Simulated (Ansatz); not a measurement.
# C₂H₆InN: one molecule under many settings

How do the results and run time of C₂H₆InN respond when the settings are drawn wide?

Method: the settings change from run to run; program: Ansatz 0.2.0, Gaussian basis.

### 1 The relaxed structure

An earlier PBE0-D4 in a triple-zeta def2 set relaxation fixed the geometry. In takes a core potential in def2 sets; no spin-orbit term is included.

SMILES `N/C=[CH]\[InH2]`, 10 atoms, charge 0, spin multiplicity 1.

Atoms are counted from 1 here; the program's logs count them from 0.

Bond lengths: N1–C2 1.365 Å, N1–H5 1.004 Å, N1–H6 1.008 Å, C2–C3 1.348 Å, C2–H7 1.091 Å, C3–In4 2.104 Å, C3–H8 1.085 Å, In4–H9 1.721 Å, In4–H10 1.739 Å. Angles: C2–N1–H5 118.2°, C2–N1–H6 118.1°, H5–N1–H6 115.4°, N1–C2–C3 127.5°, N1–C2–H7 112.3°, C3–C2–H7 120.1°, C2–C3–In4 125.3°, C2–C3–H8 115.3°, In4–C3–H8 119.5°, C3–In4–H9 122.3°, C3–In4–H10 118.0°, H9–In4–H10 119.7°.

### 2 revPBE/def2-TZVPD

This run has multiplicity 3, atoms shaken by 0.03 Å, finite nuclei.

The input, in.yaml:

```yaml
crystal:
  periodic: [false, false, false]
  atoms:
    - {symbol: N, position_ang: [1.530429, 0.568280, -0.211872]}
    - {symbol: C, position_ang: [1.035803, -0.500540, 0.439282]}
    - {symbol: C, position_ang: [-0.307748, -0.807867, 0.629177]}
    - {symbol: In, position_ang: [-1.979778, 0.258879, -0.176185]}
    - {symbol: H, position_ang: [2.418681, 0.533300, -0.573506]}
    - {symbol: H, position_ang: [0.929800, 1.145024, -0.781028]}
    - {symbol: H, position_ang: [1.799887, -1.119741, 0.786384]}
    - {symbol: H, position_ang: [-0.447859, -1.672793, 1.166793]}
    - {symbol: H, position_ang: [-3.524157, -0.091051, 0.197996]}
    - {symbol: H, position_ang: [-1.566885, 1.639833, -1.220675]}
basis:
  gaussian: {orbitals: def2-TZVPD, nuclear_model: gaussian}
magnetization: {spin_polarized: true, initial_magnetization: 2}
hamiltonian: {xc: {name: revPBE}}
```

The run is started by

```
$ ansatz run in.yaml --threads 4 --pin off --events-out ev --progress --plain --max-ram 10444MiB
```

The log of the run:

```text
Functional definition: revPBE
  name "revPBE"
  cite "Zhang & Yang, Phys. Rev. Lett. 80, 890 (1998) doi:10.1103/PhysRevLett.80.890"
  cite "Perdew, Burke & Ernzerhof, Phys. Rev. Lett. 77, 3865 (1996) doi:10.1103/PhysRevLett.77.3865"
  parameter kappa = 1.245
  parameter beta = 0.06672455060314922
  exchange = pbe_x(kappa = kappa, mu = beta*pi^2/3)
  correlation = pbe_c(beta = beta)
1264 factors; their error is unknown
mean field evaluation 1: about -8802.2402 eV, gradient 7.1e1 eV
mean field evaluation 2: about -8308.6578 eV, gradient 2.1e2 eV
mean field evaluation 4: about -8817.8105 eV, gradient 4.8e1 eV
mean field evaluation 8: about -8832.9722 eV, gradient 1.9e0 eV
mean field evaluation 16: about -8832.9604 eV, gradient 1.6e-2 eV
mean field evaluation 32: about -8825.9324 eV, gradient 1.7e1 eV
mean field -8832.96035888 eV, -324.6053059932 hartree, gradient 1.1e-5 eV, S^2 2.005434; 3 other end points of the search recorded, 0 dependent functions left out
reference -8832.96044194 eV, -324.6053090456 hartree; 24, 22 occupied and 197, 199 virtual orbitals, 1264 factors
Total energy: -8832.96044194 eV, -324.6053090456 hartree
```

Wall time 7.5 s (4 threads of Arm Neoverse V2, shared host); peak memory 0.46 GiB.

⟨S²⟩ 2.005.

### 3 RPA/def2-SVP

Set apart from the defaults: charge -1, multiplicity 2, a point charge of 0.50 e beside it, high accuracy.

The input, in.yaml:

```yaml
crystal:
  periodic: [false, false, false]
  atoms:
    - {symbol: N, position_ang: [1.537776, 0.591315, -0.256217]}
    - {symbol: C, position_ang: [1.019868, -0.496775, 0.385886]}
    - {symbol: C, position_ang: [-0.280457, -0.795751, 0.576609]}
    - {symbol: In, position_ang: [-1.904221, 0.295006, -0.198380]}
    - {symbol: H, position_ang: [2.483239, 0.540271, -0.588795]}
    - {symbol: H, position_ang: [0.914566, 1.157455, -0.810153]}
    - {symbol: H, position_ang: [1.795673, -1.137318, 0.806832]}
    - {symbol: H, position_ang: [-0.468917, -1.679945, 1.175730]}
    - {symbol: H, position_ang: [-3.538362, -0.118500, 0.149032]}
    - {symbol: H, position_ang: [-1.559154, 1.644231, -1.240533]}
basis:
  gaussian: {orbitals: def2-SVP, point_charges: [{charge: 0.50, position_ang: [6.989, 0.993, -0.104]}]}
total_charge: -1
magnetization: {spin_polarized: true, initial_magnetization: 1}
hamiltonian: {xc: {name: PBE}}
correlation: {method: rpa}
accuracy: high
```

Same command.

The log of the run (excerpt; [...] marks lines left out):

```text
Functional definition: PBE
  name "PBE"
  cite "Perdew, Burke & Ernzerhof, Phys. Rev. Lett. 77, 3865 (1996) doi:10.1103/PhysRevLett.77.3865"
  parent pbe
[...]
2463 factors; integrals over basis functions are off by at most 7.7e-9 eV
[...]
mean field -8827.20389230 eV, -324.3937597484 hartree, gradient 8.7e-9 eV, S^2 0.754150; 1 other end points of the search recorded, 0 dependent functions left out
7 core orbitals not correlated: weight in the atoms' cores, before any rotation towards them, 1.000 or more for the frozen orbitals, at most 0.000 for the correlated occupied ones
reference -8780.58887770 eV, -322.6806895586 hartree; 17, 16 occupied and 74, 75 virtual orbitals, 2463 factors
Total energy: -8805.33261633 eV, -323.5900051813 hartree
```

It took 10 s on 4 threads of Arm Neoverse V2, shared host; peak memory 0.72 GiB.

⟨S²⟩ 0.754.

### 4 HSE06/def2-SVP

Options: D4 dispersion, the search for lower states set to full.

in.yaml, as its differences from that of step 3:

```diff
@@ -14,7 +14,5 @@
 basis:
-  gaussian: {orbitals: def2-SVP, point_charges: [{charge: 0.50, position_ang: [6.989, 0.993, -0.104]}]}
-total_charge: -1
-magnetization: {spin_polarized: true, initial_magnetization: 1}
-hamiltonian: {xc: {name: PBE}}
-correlation: {method: rpa}
-accuracy: high
+  gaussian: {orbitals: def2-SVP}
+hamiltonian: {xc: {name: HSE06}, dispersion: d4}
+scf: {lower_state_search: full}
+output: {forces: true}
```

Same command.

The log of the run (excerpt; [...] marks lines left out):

```text
Functional definition: HSE06
  name "HSE06"
  cite "Heyd, Scuseria & Ernzerhof, J. Chem. Phys. 118, 8207 (2003) doi:10.1063/1.1564060"
  cite "Krukau, Vydrov, Izmaylov & Scuseria, J. Chem. Phys. 125, 224106 (2006) doi:10.1063/1.2404663"
  cite "Heyd & Scuseria, J. Chem. Phys. 120, 7274 (2004) doi:10.1063/1.1668634"
  cite "Ernzerhof & Perdew, J. Chem. Phys. 109, 3313 (1998) doi:10.1063/1.476928"
  cite "Perdew, Burke & Ernzerhof, Phys. Rev. Lett. 77, 3865 (1996) doi:10.1103/PhysRevLett.77.3865"
  parent pbe
[...]
  # The whole range is PBE's own exchange, as in plane waves. The composition of these papers is wPBEh.
[...]
1086 factors; integrals over basis functions are off by at most 1.2e-3 eV
93 factors; integrals over basis functions are off by at most 3.8e-7 eV
[...]
Atom 0 at     1.537776     0.591315    -0.256217 Å, force    -0.038382    -0.183312     0.210083 eV/Å
Atom 1 at     1.019868    -0.496775     0.385886 Å, force     0.262415     0.379908    -0.205734 eV/Å
Atom 2 at    -0.280457    -0.795751     0.576609 Å, force    -0.346053     0.008368    -0.017993 eV/Å
Atom 3 at    -1.904221     0.295006    -0.198380 Å, force    -0.058933     0.029788    -0.021091 eV/Å
Atom 4 at     2.483239     0.540271    -0.588795 Å, force     0.294351     0.009590    -0.095556 eV/Å
Atom 5 at     0.914566     1.157455    -0.810153 Å, force    -0.175967     0.178350    -0.143185 eV/Å
Atom 6 at     1.795673    -1.137318     0.806832 Å, force     0.231870    -0.205882     0.130422 eV/Å
Atom 7 at    -0.468917    -1.679945     1.175730 Å, force    -0.071902    -0.276425     0.187737 eV/Å
Atom 8 at    -3.538362    -0.118500     0.149032 Å, force    -0.104123    -0.020395     0.017610 eV/Å
Atom 9 at    -1.559154     1.644231    -1.240533 Å, force     0.006724     0.080011    -0.062293 eV/Å
Dipole moment:     0.505388     0.001784    -0.150512 e Å
```

Wall time 1.7 s (4 threads of Arm Neoverse V2, shared host).

Largest force 0.505 eV/Å, dipole 2.53 D.

### 5 wB97X-V/def2-mTZVPP

Set apart from the defaults: a point charge of -1.00 e beside it.

in.yaml, as its differences from that of step 4:

```diff
@@ -14,5 +14,3 @@
 basis:
-  gaussian: {orbitals: def2-SVP}
-hamiltonian: {xc: {name: HSE06}, dispersion: d4}
-scf: {lower_state_search: full}
-output: {forces: true}
+  gaussian: {orbitals: def2-mTZVPP, point_charges: [{charge: -1.00, position_ang: [6.505, -0.202, -0.766]}]}
+hamiltonian: {xc: {name: wB97X-V}}
```

The command is unchanged.

The log of the run (excerpt; [...] marks lines left out):

```text
Functional definition: wB97X-V
  name "wB97X-V"
  cite "Mardirossian & Head-Gordon, Phys. Chem. Chem. Phys. 16, 9904 (2014) doi:10.1039/C3CP54374A"
  cite "Becke, J. Chem. Phys. 107, 8554 (1997) doi:10.1063/1.475007"
  cite "Vydrov & Van Voorhis, J. Chem. Phys. 133, 244103 (2010) doi:10.1063/1.3521275"
[...]
      + integral(e_c_pw_opposite_spin*poly(b97_u_opposite, cos0, cos1)) + vv10(b, c)
1281 factors; their error is unknown
302 factors; integrals over basis functions are off by at most 1.1e-5 eV
[...]
mean field -8834.06248346 eV, -324.6458083246 hartree, gradient 1.5e-5 eV, S^2 0.000000; 0 other end points of the search recorded, 0 dependent functions left out
reference -8834.06248040 eV, -324.6458082121 hartree; 23, 23 occupied and 105, 105 virtual orbitals, 1281 factors
Total energy: -8834.06248040 eV, -324.6458082121 hartree
```

Wall time 4.4 s (4 threads of Arm Neoverse V2, shared host); peak memory 0.32 GiB.

### 6 revPBE0/def2-mTZVPP

Options: finite nuclei, D4 dispersion, the search for lower states set to full.

in.yaml, as its differences from that of step 5:

```diff
@@ -14,3 +14,4 @@
 basis:
-  gaussian: {orbitals: def2-mTZVPP, point_charges: [{charge: -1.00, position_ang: [6.505, -0.202, -0.766]}]}
-hamiltonian: {xc: {name: wB97X-V}}
+  gaussian: {orbitals: def2-mTZVPP, nuclear_model: gaussian}
+hamiltonian: {xc: {name: revPBE0}, dispersion: d4}
+scf: {lower_state_search: full}
```

Launched as before.

The log of the run:

```text
Functional definition: revPBE0
  name "revPBE0"
  cite "Zhang & Yang, Phys. Rev. Lett. 80, 890 (1998) doi:10.1103/PhysRevLett.80.890"
  cite "Adamo & Barone, J. Chem. Phys. 110, 6158 (1999) doi:10.1063/1.478522"
  cite "Perdew, Burke & Ernzerhof, Phys. Rev. Lett. 77, 3865 (1996) doi:10.1103/PhysRevLett.77.3865"
  parameter a = 0.25
  parameter kappa = 1.245
  parameter beta = 0.06672455060314922
  exchange = (1 - a)*pbe_x(kappa = kappa, mu = beta*pi^2/3) + a*exact_x
  correlation = pbe_c(beta = beta)
1305 factors; their error is unknown
mean field evaluation 1: about -8826.0648 eV, gradient 6.2e1 eV
mean field evaluation 2: about -8800.2343 eV, gradient 1.0e2 eV
mean field evaluation 4: about -8834.6759 eV, gradient 8.5e0 eV
mean field evaluation 8: about -8834.8375 eV, gradient 2.2e-1 eV
mean field evaluation 16: about -8834.8849 eV, gradient 3.0e-5 eV
mean field -8834.88490080 eV, -324.6760316043 hartree, gradient 3.0e-5 eV, S^2 0.000000; 0 other end points of the search recorded, 0 dependent functions left out
reference -8834.88496034 eV, -324.6760337924 hartree; 23, 23 occupied and 105, 105 virtual orbitals, 1305 factors
Total energy: -8835.34021451 eV, -324.6927640746 hartree
```

It took 1.4 s on 4 threads of Arm Neoverse V2, shared host.

### 7 PBEsol/ANO-RCC-VTZP

Options: D4 dispersion.

in.yaml, as its differences from that of step 6:

```diff
@@ -14,4 +14,4 @@
 basis:
-  gaussian: {orbitals: def2-mTZVPP, nuclear_model: gaussian}
-hamiltonian: {xc: {name: revPBE0}, dispersion: d4}
-scf: {lower_state_search: full}
+  gaussian: {orbitals: ANO-RCC-VTZP}
+hamiltonian: {xc: {name: PBEsol}, dispersion: d4}
+output: {forces: true}
```

Same command.

The log of the run (excerpt; [...] marks lines left out):

```text
Functional definition: PBEsol
  name "PBEsol"
  cite "Perdew et al., Phys. Rev. Lett. 100, 136406 (2008) doi:10.1103/PhysRevLett.100.136406"
  cite "Perdew, Burke & Ernzerhof, Phys. Rev. Lett. 77, 3865 (1996) doi:10.1103/PhysRevLett.77.3865"
  parent pbesol
[...]
1623 factors; their error is unknown
[...]
mean field -163585.08289884 eV, -6011.6409145805 hartree, gradient 1.2e-5 eV, S^2 0.000000; 0 other end points of the search recorded, 0 dependent functions left out
[...]
reference -163585.08298032 eV, -6011.6409175751 hartree; 37, 37 occupied and 205, 205 virtual orbitals, 1623 factors
Total energy: -163585.14743496 eV, -6011.6432862392 hartree
Relativity: scalar
Atom 0 at     1.537776     0.591315    -0.256217 Å, force    -0.056850    -0.186840     0.299567 eV/Å
Atom 1 at     1.019868    -0.496775     0.385886 Å, force     0.166866     0.206137    -0.127520 eV/Å
Atom 2 at    -0.280457    -0.795751     0.576609 Å, force    -0.427692     0.151508    -0.098024 eV/Å
Atom 3 at    -1.904221     0.295006    -0.198380 Å, force     0.062618    -0.045841     0.029179 eV/Å
Atom 4 at     2.483239     0.540271    -0.588795 Å, force     0.461294     0.004403    -0.132871 eV/Å
Atom 5 at     0.914566     1.157455    -0.810153 Å, force    -0.349475     0.297627    -0.252818 eV/Å
Atom 6 at     1.795673    -1.137318     0.806832 Å, force     0.240869    -0.197315     0.124479 eV/Å
Atom 7 at    -0.468917    -1.679945     1.175730 Å, force    -0.097980    -0.245637     0.170700 eV/Å
Atom 8 at    -3.538362    -0.118500     0.149032 Å, force    -0.009702    -0.004300     0.004025 eV/Å
Atom 9 at    -1.559154     1.644231    -1.240533 Å, force     0.010051     0.020256    -0.016717 eV/Å
Dipole moment:     0.496508    -0.005794    -0.129830 e Å
```

It took 7 s on 4 threads of Arm Neoverse V2, shared host; peak memory 0.5 GiB.

Largest force 0.524 eV/Å, dipole 2.47 D.

### 8 B3LYP5/def2-TZVPD

This run has charge +1, multiplicity 2, a point charge of 2.00 e beside it.

in.yaml, as its differences from that of step 7:

```diff
@@ -14,4 +14,6 @@
 basis:
-  gaussian: {orbitals: ANO-RCC-VTZP}
-hamiltonian: {xc: {name: PBEsol}, dispersion: d4}
+  gaussian: {orbitals: def2-TZVPD, point_charges: [{charge: 2.00, position_ang: [7.193, -0.309, -0.327]}]}
+total_charge: 1
+magnetization: {spin_polarized: true, initial_magnetization: 1}
+hamiltonian: {xc: {name: B3LYP5}}
 output: {forces: true}
```

Launched as before.

The log of the run (excerpt; [...] marks lines left out):

```text
Functional definition: B3LYP5
  name "B3LYP5"
  cite "Stephens, Devlin, Chabalowski & Frisch, J. Phys. Chem. 98, 11623 (1994) doi:10.1021/j100096a001"
  cite "Becke, Phys. Rev. A 38, 3098 (1988) doi:10.1103/PhysRevA.38.3098"
  cite "Lee, Yang & Parr, Phys. Rev. B 37, 785 (1988) doi:10.1103/PhysRevB.37.785"
  cite "Vosko, Wilk & Nusair, Can. J. Phys. 58, 1200 (1980) doi:10.1139/p80-159"
[...]
1339 factors; their error is unknown
[...]
mean field -8820.78388945 eV, -324.1578289950 hartree, gradient 2.6e-6 eV, S^2 0.758370; 5 other end points of the search recorded, 0 dependent functions left out
[...]
reference -8820.78417891 eV, -324.1578396326 hartree; 23, 22 occupied and 198, 199 virtual orbitals, 1339 factors
Total energy: -8820.78417891 eV, -324.1578396326 hartree
Atom 0 at     1.537776     0.591315    -0.256217 Å, force    -1.261469    -1.871134     0.255704 eV/Å
Atom 1 at     1.019868    -0.496775     0.385886 Å, force     3.278074     0.994550    -0.174589 eV/Å
Atom 2 at    -0.280457    -0.795751     0.576609 Å, force    -0.900625    -0.681997     0.602651 eV/Å
Atom 3 at    -1.904221     0.295006    -0.198380 Å, force    -2.531708     1.207474    -0.868582 eV/Å
Atom 4 at     2.483239     0.540271    -0.588795 Å, force     0.238014     0.224637     0.165373 eV/Å
Atom 5 at     0.914566     1.157455    -0.810153 Å, force    -0.376987     0.600533    -0.136889 eV/Å
Atom 6 at     1.795673    -1.137318     0.806832 Å, force     0.046959    -0.017702    -0.078651 eV/Å
Atom 7 at    -0.468917    -1.679945     1.175730 Å, force     0.086605    -0.118193     0.013134 eV/Å
Atom 8 at    -3.538362    -0.118500     0.149032 Å, force     0.361631    -0.103996     0.106154 eV/Å
Atom 9 at    -1.559154     1.644231    -1.240533 Å, force     0.411438    -0.191838     0.124210 eV/Å
Dipole moment:     1.086449    -0.271302     0.102407 e Å
```

Wall time 20 s (4 threads of Arm Neoverse V2, shared host); peak memory 0.98 GiB.

Largest force 3.430 eV/Å, ⟨S²⟩ 0.758.

### 9 r2SCAN/def2-mTZVP

in.yaml, as its differences from that of step 8:

```diff
@@ -14,6 +14,4 @@
 basis:
-  gaussian: {orbitals: def2-TZVPD, point_charges: [{charge: 2.00, position_ang: [7.193, -0.309, -0.327]}]}
-total_charge: 1
-magnetization: {spin_polarized: true, initial_magnetization: 1}
-hamiltonian: {xc: {name: B3LYP5}}
+  gaussian: {orbitals: def2-mTZVP}
+hamiltonian: {xc: {name: r2SCAN}}
 output: {forces: true}
```

The command is unchanged.

The log of the run (excerpt; [...] marks lines left out):

```text
Functional definition: r2SCAN
  name "r2SCAN"
  cite "Furness, Kaplan, Ning, Perdew & Sun, J. Phys. Chem. Lett. 11, 8208 (2020) doi:10.1021/acs.jpclett.0c02405"
  cite "Furness, Kaplan, Ning, Perdew & Sun, J. Phys. Chem. Lett. 11, 9248 (2020) doi:10.1021/acs.jpclett.0c03077"
  parent r2scan
[...]
1134 factors; their error is unknown
[...]
mean field -8834.87669384 eV, -324.6757300039 hartree, gradient 9.3e-6 eV, S^2 0.000000; 0 other end points of the search recorded, 0 dependent functions left out
[...]
reference -8834.87671119 eV, -324.6757306416 hartree; 23, 23 occupied and 88, 88 virtual orbitals, 1134 factors
Total energy: -8834.87671119 eV, -324.6757306416 hartree
Atom 0 at     1.537776     0.591315    -0.256217 Å, force     0.053229     0.113352     0.148974 eV/Å
Atom 1 at     1.019868    -0.496775     0.385886 Å, force     0.127922    -0.132508     0.017994 eV/Å
Atom 2 at    -0.280457    -0.795751     0.576609 Å, force    -0.197276    -0.060338     0.044760 eV/Å
Atom 3 at    -1.904221     0.295006    -0.198380 Å, force    -0.070318     0.021374    -0.016674 eV/Å
Atom 4 at     2.483239     0.540271    -0.588795 Å, force     0.179750    -0.002188    -0.104062 eV/Å
Atom 5 at     0.914566     1.157455    -0.810153 Å, force    -0.094801     0.085080    -0.122922 eV/Å
Atom 6 at     1.795673    -1.137318     0.806832 Å, force     0.075977    -0.023222     0.023553 eV/Å
Atom 7 at    -0.468917    -1.679945     1.175730 Å, force    -0.005809    -0.047853     0.043862 eV/Å
Atom 8 at    -3.538362    -0.118500     0.149032 Å, force    -0.068566    -0.013408     0.010903 eV/Å
Atom 9 at    -1.559154     1.644231    -1.240533 Å, force    -0.000107     0.059713    -0.046387 eV/Å
Dipole moment:     0.511479    -0.016617    -0.146031 e Å
```

Wall time 2.3 s (4 threads of Arm Neoverse V2, shared host).

Largest force 0.211 eV/Å, dipole 2.56 D.

### 10 wB97/def2-TZVP

Set apart from the defaults: charge +1, multiplicity 2, restricted open-shell orbitals.

in.yaml, as its differences from that of step 9:

```diff
@@ -14,4 +14,5 @@
 basis:
-  gaussian: {orbitals: def2-mTZVP}
-hamiltonian: {xc: {name: r2SCAN}}
-output: {forces: true}
+  gaussian: {orbitals: def2-TZVP}
+total_charge: 1
+magnetization: {spin_polarized: false, initial_magnetization: 1}
+hamiltonian: {xc: {name: wB97}}
```

The command is unchanged.

The log of the run (excerpt; [...] marks lines left out):

```text
Functional definition: wB97
  name "wB97"
  cite "Chai & Head-Gordon, J. Chem. Phys. 128, 084106 (2008) doi:10.1063/1.2834918"
  cite "Becke, J. Chem. Phys. 107, 8554 (1997) doi:10.1063/1.475007"
[...]
  # The coefficients of nought are those of the uniform gas.
[...]
      + integral(e_c_pw_opposite_spin*poly(b97_u_opposite, 1, cos1, cos2, cos3, cos4))
1167 factors; their error is unknown
418 factors; integrals over basis functions are off by at most 2.1e-5 eV
[...]
mean field -8827.75111602 eV, -324.4138698491 hartree, gradient 2.1e-5 eV, S^2 0.750000; 3 other end points of the search recorded, 0 dependent functions left out
reference -8827.75110562 eV, -324.4138694668 hartree; 23, 22 occupied and 156, 157 virtual orbitals, 1167 factors
Total energy: -8827.75110562 eV, -324.4138694668 hartree
```

Wall time 14 s (4 threads of Arm Neoverse V2, shared host); peak memory 0.56 GiB.

### 11 The runs in one table

| level | charge | multiplicity | geometry | functions | energy (eV) | time |
| --- | --- | --- | --- | --- | --- | --- |
| revPBE/def2-TZVPD | 0 | 3 | shaken | 221 | -8832.960 | 7.5 s |
| RPA/def2-SVP | -1 | 2 | relaxed, point charge | 98 | -8805.333 | 10 s |
| HSE06/def2-SVP | 0 | 1 | relaxed | 98 | -8826.912 | 1.7 s |
| wB97X-V/def2-mTZVPP | 0 | 1 | relaxed, point charge | 128 | -8834.062 | 4.4 s |
| revPBE0/def2-mTZVPP | 0 | 1 | relaxed | 128 | -8835.340 | 1.4 s |
| PBEsol/ANO-RCC-VTZP | 0 | 1 | relaxed | 242 | -163585.147 | 7 s |
| B3LYP5/def2-TZVPD | 1 | 2 | relaxed, point charge | 221 | -8820.784 | 20 s |
| r2SCAN/def2-mTZVP | 0 | 1 | relaxed | 111 | -8834.877 | 2.3 s |
| wB97/def2-TZVP | 1 | 2 | relaxed | 179 | -8827.751 | 14 s |

### 12 Results

| quantity | value |
| --- | --- |
| runs | 9 |
| quickest | revPBE0/def2-mTZVPP, 1.4 s |
| slowest | B3LYP5/def2-TZVPD, 20 s |
| spread of total energies, same state and geometry | 154758.2 eV |
| dipole, same state and geometry | 2.47 to 2.56 D |

What this shows: Run time spans a factor of 15, from revPBE0/def2-mTZVPP to B3LYP5/def2-TZVPD. The jobs differ in tasks and options as well as level. The totals spread over 154758 eV; they can't be compared across methods or bases. Some of these runs are scalar-relativistic and others not, which shifts the totals of all-electron atoms past neon by several eV an atom and more; core potentials, where a basis has them, take the core out of the total altogether. At the PBE0-D4/def2-TZVP geometry and in the same state, the sound runs without point charges leave forces up to 0.52 eV/Å (PBEsol/ANO-RCC-VTZP). At that geometry and state the dipole changes by 4 % between the lowest and highest value.
